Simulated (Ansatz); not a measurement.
# CH3AlCl2: the cost of one run

All numbers below are computed with Ansatz 0.2.0 (RKS PBE/def2-SVP).

## 1. Starting point

Bond lengths: Al1–C2 1.927 Å, C2–Cl3 1.758 Å, C2–Cl4 1.731 Å, Al1–H5 1.652 Å, Al1–H6 1.625 Å, C2–H7 1.134 Å. Angles: Al1–C2–Cl3 108.6°, Al1–C2–Cl4 111.8°, Al1–C2–H7 109.5°, Cl3–C2–Cl4 109.3°, Cl3–C2–H7 109.3°, Cl4–C2–H7 108.3°, C2–Al1–H5 120.6°, C2–Al1–H6 123.0°, H5–Al1–H6 116.3°.

As a file:

```xyz
7

Al   -0.5412    0.9235   -0.0269
C     0.5408   -0.6709   -0.0631
Cl    0.9280   -1.1230    1.5911
Cl   -0.2757   -1.9853   -0.8386
H    -1.1098    1.5871   -1.4293
H    -0.9813    1.6641    1.3508
H     1.5004   -0.4635   -0.6297
```

## 2. End point A

Contents of input.yaml:

```yaml
crystal:
  periodic: [false, false, false]
  atoms:
    - { symbol: Al, position_ang: [-0.5412, 0.9235, -0.0269] }
    - { symbol: C, position_ang: [0.5408, -0.6709, -0.0631] }
    - { symbol: Cl, position_ang: [0.928, -1.123, 1.5911] }
    - { symbol: Cl, position_ang: [-0.2757, -1.9853, -0.8386] }
    - { symbol: H, position_ang: [-1.1098, 1.5871, -1.4293] }
    - { symbol: H, position_ang: [-0.9813, 1.6641, 1.3508] }
    - { symbol: H, position_ang: [1.5004, -0.4635, -0.6297] }
basis:
  gaussian: { orbitals: def2-SVP }
hamiltonian:
  xc: pbe
relax:
  f_tol: 0.02
  max_steps: 50
```

On the command line:

```sh
ansatz run input.yaml --threads 2 --pin off --max-ram 3072MiB --backend cpu --events-out ev --progress --plain --runs-dir out
```

What time and memory should one allow on 2 threads of Intel Xeon Platinum 8488C (Sapphire Rapids), shared host?

About 10 s, with a peak of 0.14 GiB.
